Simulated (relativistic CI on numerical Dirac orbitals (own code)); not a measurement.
**Ge: one ion under different settings**

How much do the settings matter for Ge? One ion, several inputs.

Method: Dirac-Coulomb-Breit CI, KLI orbitals optimised for each configuration, model QED (radiative potential, 1s self-energy scaled to tabulated hydrogen-like ionisation energies), numerical settings as typed. Code: relativistic CI on numerical Dirac orbitals (own code) version 3.

**1. The system**

| Property | Result |
| --- | --- |
| ion | Ge (Ge I) |
| nuclear charge | 32 |
| electrons | 32 |
| isotope | A = 74 |

**2. Usual settings**

The run's settings:

```ini
atom Ge  Z=32  charge=0  electrons=32
nucleus A=74  rms_radius_fm=4.0742
hamiltonian dirac-coulomb  breit=on  qed=on  c_scale=1
orbitals kli  potential=per-configuration
slater_scale 1
correlation none
mixing on
grid step=0.0125 r_max=149
scf mixing=0.4 start=green max_iterations=150 tolerance=2e-08 node_fill=0.05
configurations
  [Ar] 3d10 4s2 4p2
  [Ar] 3d10 4s2 4p 4d
end
```

Started as:

```bash
$ python run_levels.py task.json out
```

One command runs all members of the session, one after another, from task.json.

Main fields of the result record, rounded:

```text
status: converged
levels [i, E_cm, J2, conf, term, w_term, w_jj]:
  - [0, 0, 0, "4p2", "3P", 0.9968, 0.7186]
  - [1, 517.90002, 2, "4p2", "3P", 1, 1]
  - [2, 1389.9503, 4, "4p2", "3P", 0.9934, 0.5882]
  - [3, 9274.0871, 4, "4p2", "1D", 0.9934, 0.5882]
  - [4, 21663.596, 0, "4p2", "1S", 0.9968, 0.7186]
  - [5, 45769.199, 4, "4p 4d", "3F*", 0.6344, 0.9629]
  - [6, 46419.913, 6, "4p 4d", "3F*", 0.8247, 0.8006]
  - [7, 46484.176, 4, "4p 4d", "1D*", 0.399, 0.7468]
  - [8, 47158.938, 2, "4p 4d", "3D*", 0.832, 0.8488]
  - [9, 47545.793, 8, "4p 4d", "3F*", 1, 1]
  - [10, 47761.334, 4, "4p 4d", "3D*", 0.4802, 0.6027]
  - [11, 48200.849, 6, "4p 4d", "3D*", 0.8415, 0.6216]
  - [12, 48802.855, 4, "4p 4d", "3P*", 0.7045, 0.5935]
  - [13, 49025.746, 2, "4p 4d", "3P*", 0.8629, 0.8634]
  - "... 3 more rows left out ..."
total_energy [Ha]: -2095.8893576
n_levels_all: 17
overlap: 2.78442e-12
scf_iterations: [12, 12]
orbital_energies [Ha]: {"1s": -402.363, "2s": -50.439, "2p1/2": -44.8587, "2p3/2": -43.6903, "3s": -6.39133, "3p1/2": -4.54569, "3p3/2": -4.39013, "3d3/2": -1.26174, "3d5/2": -1.2404, "4s": -0.542892, "4p1/2": -0.266917, "4p3/2": -0.260595}
configurations [conf, odd, states, E_av_Ha, breit_Ha, qed_Ha]:
  - ["4p2", 0, 15, -2097.453858, 0.9494, 0.6384]
  - ["4p 4d", 1, 60, -2097.25855, 0.9493, 0.6384]
scf_steps of the first configuration [iteration, E_Ha, residual, outer_eigenvalue_Ha]:
  - [1, -2093.699943, 1.31, -0.3838]
  - [2, -2097.342934, 0.237, -0.2437]
  - [3, -2097.436705, 0.0862, -0.2401]
  - [4, -2097.453469, 0.0421, -0.2618]
  - [5, -2097.453455, 0.00483, -0.2589]
  - [6, -2097.453918, 0.00113, -0.2606]
  - [7, -2097.453837, 0.000224, -0.2606]
  - [8, -2097.453855, 5.04e-05, -0.2606]
  - [9, -2097.453858, 7.98e-06, -0.2606]
  - [10, -2097.453858, 2.81e-06, -0.2606]
  - [11, -2097.453858, 7.05e-08, -0.2606]
  - [12, -2097.453858, 6.41e-09, -0.2606]
```

Wall time 0.28 s (1 thread, shared host).

**3. Slater scale 0.6, potential mixing 0.9, iteration limit 30**

The run's settings:

```ini
atom Ge  Z=32  charge=0  electrons=32
nucleus A=74  rms_radius_fm=4.0742
hamiltonian dirac-coulomb  breit=on  qed=on  c_scale=1
orbitals kli  potential=per-configuration
slater_scale 0.6
correlation none
mixing on
grid step=0.0125 r_max=149
scf mixing=0.9 start=green max_iterations=30 tolerance=2e-08 node_fill=0.05
configurations
  [Ar] 3d10 4s2 4p2
  [Ar] 3d10 4s2 4p 4d
end
```

Main fields:

```text
status: converged
levels [i, E_cm, J2, conf, term, w_term]:
  - [0, 0, 0, "4p2", "3P", 0.9916]
  - [1, 554.50447, 2, "4p2", "3P", 1]
  - [2, 1375.62, 4, "4p2", "3P", 0.9812]
  - [3, 6041.8432, 4, "4p2", "1D", 0.9812]
  - [4, 13493.835, 0, "4p2", "1S", 0.9916]
  - [5, 44572.148, 4, "4p 4d", "3F*", 0.6917]
  - [6, 45056.954, 6, "4p 4d", "3F*", 0.7303]
  - [7, 45084.528, 4, "4p 4d", "3D*", 0.3363]
  - "... 9 more rows left out ..."
total_energy [Ha]: -2095.8819784
n_levels_all: 17
overlap: 2.78626e-12
scf_iterations: [12, 12]
orbital_energies [Ha]: {"1s": -402.363, "2s": -50.439, "2p1/2": -44.8587, "2p3/2": -43.6903, "3s": -6.39133, "3p1/2": -4.54569, "3p3/2": -4.39013, "3d3/2": -1.26174, "3d5/2": -1.2404, "4s": -0.542892, "4p1/2": -0.266917, "4p3/2": -0.260595}
configurations [conf, odd, states, E_av_Ha, breit_Ha, qed_Ha]:
  - ["4p2", 0, 15, -2097.453858, 0.9494, 0.6384]
  - ["4p 4d", 1, 60, -2097.25855, 0.9493, 0.6384]
scf_steps of the first configuration [iteration, E_Ha, residual, outer_eigenvalue_Ha]:
  - [1, -2093.699943, 1.31, -0.3838]
  - [2, -2074.243415, 2.57, -0.1693]
  - [3, -2097.27113, 0.406, -0.4291]
  - [4, -2097.29456, 0.364, -0.3496]
  - [5, -2097.4264, 0.172, -0.3075]
  - [6, -2097.438791, 0.134, -0.2958]
  - [7, -2097.45404, 0.0025, -0.2608]
  - [8, -2097.453833, 0.000154, -0.2607]
  - [9, -2097.453856, 3.66e-05, -0.2606]
  - [10, -2097.453858, 5.43e-06, -0.2606]
  - [11, -2097.453858, 6.63e-08, -0.2606]
  - [12, -2097.453858, 1.2e-09, -0.2606]
```

It took 0.33 s on 1 thread, shared host.

**4. End of the grid 74.5**

The run's settings:

```ini
atom Ge  Z=32  charge=0  electrons=32
nucleus A=74  rms_radius_fm=4.0742
hamiltonian dirac-coulomb  breit=on  qed=on  c_scale=1
orbitals kli  potential=per-configuration
slater_scale 1
correlation none
mixing on
grid step=0.0125 r_max=74.5
scf mixing=0.4 start=green max_iterations=150 tolerance=2e-08 node_fill=0.05
configurations
  [Ar] 3d10 4s2 4p2
  [Ar] 3d10 4s2 4p 4d
end
```

Main fields:

```text
status: converged
levels [i, E_cm, J2, conf, term, w_term]:
  - [0, 0, 0, "4p2", "3P", 0.9968]
  - [1, 517.90002, 2, "4p2", "3P", 1]
  - [2, 1389.9503, 4, "4p2", "3P", 0.9934]
  - [3, 9274.0871, 4, "4p2", "1D", 0.9934]
  - [4, 21663.596, 0, "4p2", "1S", 0.9968]
  - [5, 45769.199, 4, "4p 4d", "3F*", 0.6344]
  - [6, 46419.913, 6, "4p 4d", "3F*", 0.8247]
  - [7, 46484.176, 4, "4p 4d", "1D*", 0.399]
  - "... 9 more rows left out ..."
total_energy [Ha]: -2095.8893576
n_levels_all: 17
overlap: 2.78472e-12
scf_iterations: [12, 12]
orbital_energies [Ha]: {"1s": -402.363, "2s": -50.439, "2p1/2": -44.8587, "2p3/2": -43.6903, "3s": -6.39133, "3p1/2": -4.54569, "3p3/2": -4.39013, "3d3/2": -1.26174, "3d5/2": -1.2404, "4s": -0.542892, "4p1/2": -0.266917, "4p3/2": -0.260595}
configurations [conf, odd, states, E_av_Ha, breit_Ha, qed_Ha]:
  - ["4p2", 0, 15, -2097.453858, 0.9494, 0.6384]
  - ["4p 4d", 1, 60, -2097.25855, 0.9493, 0.6384]
scf_steps of the first configuration [iteration, E_Ha, residual, outer_eigenvalue_Ha]:
  - [1, -2093.699943, 1.31, -0.3838]
  - [2, -2097.342934, 0.237, -0.2437]
  - [3, -2097.436705, 0.0862, -0.2401]
  - [4, -2097.453469, 0.0421, -0.2618]
  - [5, -2097.453455, 0.00483, -0.2589]
  - [6, -2097.453918, 0.00113, -0.2606]
  - [7, -2097.453837, 0.000224, -0.2606]
  - [8, -2097.453855, 5.04e-05, -0.2606]
  - [9, -2097.453858, 7.98e-06, -0.2606]
  - [10, -2097.453858, 2.81e-06, -0.2606]
  - [11, -2097.453858, 7.05e-08, -0.2606]
  - [12, -2097.453858, 6.41e-09, -0.2606]
```

It took 0.34 s on 1 thread, shared host.

**5. Iteration limit 20**

Settings: those of step 4 with these lines changed.

```diff
@@ -7,4 +7,4 @@
 mixing on
-grid step=0.0125 r_max=74.5
-scf mixing=0.4 start=green max_iterations=150 tolerance=2e-08 node_fill=0.05
+grid step=0.0125 r_max=149
+scf mixing=0.4 start=green max_iterations=20 tolerance=2e-08 node_fill=0.05
 configurations
```

Main fields:

```text
status: converged
levels [i, E_cm, J2, conf, term, w_term]:
  - [0, 0, 0, "4p2", "3P", 0.9968]
  - [1, 517.90002, 2, "4p2", "3P", 1]
  - [2, 1389.9503, 4, "4p2", "3P", 0.9934]
  - [3, 9274.0871, 4, "4p2", "1D", 0.9934]
  - [4, 21663.596, 0, "4p2", "1S", 0.9968]
  - [5, 45769.199, 4, "4p 4d", "3F*", 0.6344]
  - [6, 46419.913, 6, "4p 4d", "3F*", 0.8247]
  - [7, 46484.176, 4, "4p 4d", "1D*", 0.399]
  - "... 9 more rows left out ..."
total_energy [Ha]: -2095.8893576
n_levels_all: 17
overlap: 2.78442e-12
scf_iterations: [12, 12]
orbital_energies [Ha]: {"1s": -402.363, "2s": -50.439, "2p1/2": -44.8587, "2p3/2": -43.6903, "3s": -6.39133, "3p1/2": -4.54569, "3p3/2": -4.39013, "3d3/2": -1.26174, "3d5/2": -1.2404, "4s": -0.542892, "4p1/2": -0.266917, "4p3/2": -0.260595}
configurations [conf, odd, states, E_av_Ha, breit_Ha, qed_Ha]:
  - ["4p2", 0, 15, -2097.453858, 0.9494, 0.6384]
  - ["4p 4d", 1, 60, -2097.25855, 0.9493, 0.6384]
scf_steps of the first configuration [iteration, E_Ha, residual, outer_eigenvalue_Ha]:
  - [1, -2093.699943, 1.31, -0.3838]
  - [2, -2097.342934, 0.237, -0.2437]
  - [3, -2097.436705, 0.0862, -0.2401]
  - [4, -2097.453469, 0.0421, -0.2618]
  - [5, -2097.453455, 0.00483, -0.2589]
  - [6, -2097.453918, 0.00113, -0.2606]
  - [7, -2097.453837, 0.000224, -0.2606]
  - [8, -2097.453855, 5.04e-05, -0.2606]
  - [9, -2097.453858, 7.98e-06, -0.2606]
  - [10, -2097.453858, 2.81e-06, -0.2606]
  - [11, -2097.453858, 7.05e-08, -0.2606]
  - [12, -2097.453858, 6.41e-09, -0.2606]
```

Run time: 0.28 s. Hardware: 1 thread, shared host.

**6. Speed-of-light factor 2**

The run's settings:

```ini
atom Ge  Z=32  charge=0  electrons=32
nucleus A=74  rms_radius_fm=4.0742
hamiltonian dirac-coulomb  breit=on  qed=on  c_scale=2
orbitals kli  potential=per-configuration
slater_scale 1
correlation none
mixing on
grid step=0.0125 r_max=149
scf mixing=0.4 start=green max_iterations=150 tolerance=2e-08 node_fill=0.05
configurations
  [Ar] 3d10 4s2 4p2
  [Ar] 3d10 4s2 4p 4d
end
```

Main fields:

```text
status: converged
levels [i, E_cm, J2, conf, term, w_term]:
  - [0, 0, 0, "4p2", "3P", 0.9998]
  - [1, 116.55237, 2, "4p2", "3P", 1]
  - [2, 339.44255, 4, "4p2", "3P", 0.9996]
  - [3, 8475.003, 4, "4p2", "1D", 0.9996]
  - [4, 20840.976, 0, "4p2", "1S", 0.9998]
  - [5, 45926.047, 4, "4p 4d", "1D*", 0.8149]
  - [6, 46254.222, 4, "4p 4d", "3F*", 0.8057]
  - [7, 46320.319, 6, "4p 4d", "3F*", 0.9792]
  - "... 9 more rows left out ..."
total_energy [Ha]: -2079.9922816
n_levels_all: 17
overlap: 2.78739e-12
scf_iterations: [12, 12]
orbital_energies [Ha]: {"1s": -398.108, "2s": -49.4927, "2p1/2": -44.0502, "2p3/2": -43.7649, "3s": -6.24106, "3p1/2": -4.43451, "3p3/2": -4.39671, "3d3/2": -1.2768, "3d5/2": -1.27143, "4s": -0.534026, "4p1/2": -0.264729, "4p3/2": -0.263187}
configurations [conf, odd, states, E_av_Ha, breit_Ha, qed_Ha]:
  - ["4p2", 0, 15, -2080.740076, 0.2347, 0.5329]
  - ["4p 4d", 1, 60, -2080.543917, 0.2347, 0.533]
scf_steps of the first configuration [iteration, E_Ha, residual, outer_eigenvalue_Ha]:
  - [1, -2077.372346, 1.26, -0.379]
  - [2, -2080.646076, 0.213, -0.2454]
  - [3, -2080.726597, 0.0758, -0.2423]
  - [4, -2080.739823, 0.0389, -0.2643]
  - [5, -2080.739604, 0.00561, -0.2616]
  - [6, -2080.740156, 0.00152, -0.2633]
  - [7, -2080.740061, 0.000134, -0.2632]
  - [8, -2080.740072, 8.35e-05, -0.2632]
  - [9, -2080.740076, 2.1e-06, -0.2632]
  - [10, -2080.740076, 2.57e-06, -0.2632]
  - [11, -2080.740076, 4.18e-08, -0.2632]
  - [12, -2080.740076, 5.3e-09, -0.2632]
```

It took 0.28 s on 1 thread, shared host.

With a scaled speed of light this is not the real ion; the QED potentials keep the true α and change only through the orbitals.

**7. Comparison**

| setting | total energy less usual (Ha) | largest shift of a level among the lowest eight of both runs, same label and place (cm⁻¹) | SCF iterations | time | lowest level | kind of change |
| --- | --- | --- | --- | --- | --- | --- |
| usual | 0 | 0 | 24 | 0.28 s | 4p2 3P0 | - |
| Slater scale 0.6, potential mixing 0.9, iteration limit 30 | 0.00738 | 8170 | 24 | 0.33 s | 4p2 3P0 | model term |
| end of the grid 74.5 | 0 | 0 | 24 | 0.34 s | 4p2 3P0 | numerical |
| iteration limit 20 | 0 | 0 | 24 | 0.28 s | 4p2 3P0 | numerical |
| speed-of-light factor 2 | 15.9 | 1050 | 24 | 0.28 s | 4p2 3P0 | unphysical constant |

**8. Outcome**

| quantity | value |
| --- | --- |
| lowest level, usual settings | 4p2 3P0 |
| total energy | -2095.8894 Ha |
| first excitation | 517.9 cm⁻¹ |

Among the runs whose levels can be followed, they move most under «Slater scale 0.6, potential mixing 0.9, iteration limit 30» (model term), by up to 8170 cm⁻¹. No visible change in the result comes from «end of the grid 74.5» or «iteration limit 20». Only the listed configurations are in the model. Near neutrality, missing correlation can shift configurations against each other by thousands of cm⁻¹.
